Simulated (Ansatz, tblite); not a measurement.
**N-butylpyridinium iodide (C9H14IN): a ladder of methods and basis sets**

An exercise on one series of results from a longer session: the logs are not shown, and one member is left open.

Program: Ansatz 0.2.0, Gaussian basis. Level of theory: as each input shows. These are calculated values, not measurements.

Plan: GFN1-xTB, GFN2-xTB, PBE-D4/def2-TZVP, r2SCAN-D4/def2-TZVP, revPBE-D4/def2-TZVP, BLYP-D4/def2-TZVP, PBE-D4/def2-SVP, PBE0-D4/def2-SVP, MP2/def2-SVP.

5 further runs of the same task are left out: 5 set aside as unsound or not needed.

### The relaxed structure

The geometry is that of the singlet, from an earlier relaxation (PBE0-D4/def2-SVP).

25 atoms, charge 0, spin multiplicity 1.

Bond lengths: C1–C2 1.521 Å, C1–H11 1.102 Å, C1–H12 1.100 Å, C1–H13 1.101 Å, C2–C3 1.522 Å, C2–H14 1.106 Å, C2–H15 1.104 Å, C3–C4 1.522 Å, C3–H16 1.104 Å, C3–H17 1.103 Å, C4–N5 1.464 Å, C4–H18 1.103 Å, C4–H19 1.099 Å, N5–C6 1.360 Å, N5–C10 1.361 Å, C6–C7 1.413 Å, C6–H20 1.086 Å, C7–C8 1.370 Å and more. Angles: C2–C1–H11 111.3°, C2–C1–H12 111.4°, C2–C1–H13 110.9°, H11–C1–H12 107.7°, H11–C1–H13 107.6°, H12–C1–H13 107.8°, C1–C2–C3 112.7°, C1–C2–H14 109.8°, C1–C2–H15 109.4°, C3–C2–H14 109.9°, C3–C2–H15 108.8°, H14–C2–H15 106.1°, C2–C3–C4 111.8°, C2–C3–H16 109.5°, C2–C3–H17 110.1°, C4–C3–H16 109.9°, C4–C3–H17 108.0°, H16–C3–H17 107.3° and more.

I takes a core potential in the def2 sets. No spin-orbit coupling is included.

PBE0-D4/def2-TZVP was run before; its log isn't repeated, and its numbers join the tables.

Set-up of the first run:

Tight binding, by tblite at 300 K electronic temperature and without a spin-polarisation term:

```python
tblite.interface.Calculator('GFN1-xTB', numbers, positions, charge=0, uhf=0).singlepoint()
```

Tight binding, by tblite at 300 K electronic temperature and without a spin-polarisation term:

```python
tblite.interface.Calculator('GFN2-xTB', numbers, positions, charge=0, uhf=0).singlepoint()
```

start.molden holds the orbitals of an earlier run on this state, given as this run's starting guess.

in.yaml reads:

```yaml
crystal:
  periodic: [false, false, false]
  atoms:
    - {symbol: C, position_ang: [-3.717208, 0.316653, 0.882001]}
    - {symbol: C, position_ang: [-2.742947, -0.226473, -0.151675]}
    - {symbol: C, position_ang: [-1.291333, -0.107483, 0.291329]}
    - {symbol: C, position_ang: [-0.334689, -0.676463, -0.746645]}
    - {symbol: N, position_ang: [1.071813, -0.409515, -0.438948]}
    - {symbol: C, position_ang: [1.763210, 0.484470, -1.194622]}
    - {symbol: C, position_ang: [3.137018, 0.681985, -0.927668]}
    - {symbol: C, position_ang: [3.710653, 0.108216, 0.176551]}
    - {symbol: C, position_ang: [2.916841, -0.692233, 1.035083]}
    - {symbol: C, position_ang: [1.613263, -0.926767, 0.697700]}
    - {symbol: H, position_ang: [-3.634543, -0.228955, 1.835927]}
    - {symbol: H, position_ang: [-4.758258, 0.229938, 0.536586]}
    - {symbol: H, position_ang: [-3.518584, 1.379801, 1.089234]}
    - {symbol: H, position_ang: [-2.983017, -1.282620, -0.374184]}
    - {symbol: H, position_ang: [-2.870851, 0.322755, -1.101009]}
    - {symbol: H, position_ang: [-1.155383, -0.629528, 1.255012]}
    - {symbol: H, position_ang: [-1.029264, 0.951980, 0.452370]}
    - {symbol: H, position_ang: [-0.462792, -1.766096, -0.857487]}
    - {symbol: H, position_ang: [-0.536551, -0.218588, -1.724625]}
    - {symbol: H, position_ang: [1.327676, 0.740262, -2.156471]}
    - {symbol: H, position_ang: [3.699296, 1.330087, -1.600293]}
    - {symbol: H, position_ang: [4.767612, 0.269928, 0.397225]}
    - {symbol: H, position_ang: [3.327250, -1.139727, 1.940328]}
    - {symbol: H, position_ang: [0.952982, -1.555015, 1.296394]}
    - {symbol: I, position_ang: [0.747776, 3.043370, -0.612121]}
basis:
  gaussian: {orbitals: def2-TZVP, initial_orbitals: start.molden}
hamiltonian: {xc: pbe, dispersion: d4}
scf: {omitted_lower_state_checks: [starts]}
output: {orbitals: {seedname: orbitals}}
```

The run is started by

```
> ansatz run in.yaml --threads 4 --pin off --events-out ev --progress --plain --max-ram 6963MiB
```

Steps of the session up to this table: PBE-D4/def2-TZVP; r2SCAN-D4/def2-TZVP; revPBE-D4/def2-TZVP; BLYP-D4/def2-TZVP; PBE-D4/def2-SVP; PBE0-D4/def2-SVP; MP2/def2-SVP.

One table of the session follows, with a row left open; its other results are not shown here.

It belongs to the step «Binding energy». 

```
              level  binding an atom (eV)
        HF/def2-SVP                 3.241
    PBE-D4/def2-SVP                 4.524
   PBE-D4/def2-TZVP                 4.471
revPBE-D4/def2-TZVP                     ?
  BLYP-D4/def2-TZVP                 4.343
r2SCAN-D4/def2-TZVP                 4.355
   PBE0-D4/def2-SVP                 4.447
  PBE0-D4/def2-TZVP                 4.391
       MP2/def2-SVP                 4.222
```

Q: Estimate the row for revPBE-D4/def2-TZVP from the others.

**Answer.** binding an atom (eV): 4.367. In the column «binding an atom (eV)» it lies between r2SCAN-D4/def2-TZVP (4.355) and PBE0-D4/def2-TZVP (4.391).

Limits of these values: Free atoms were run apart at each level; binding is atoms less cluster, divided by the number of atoms, without zero-point or spin-orbit terms.
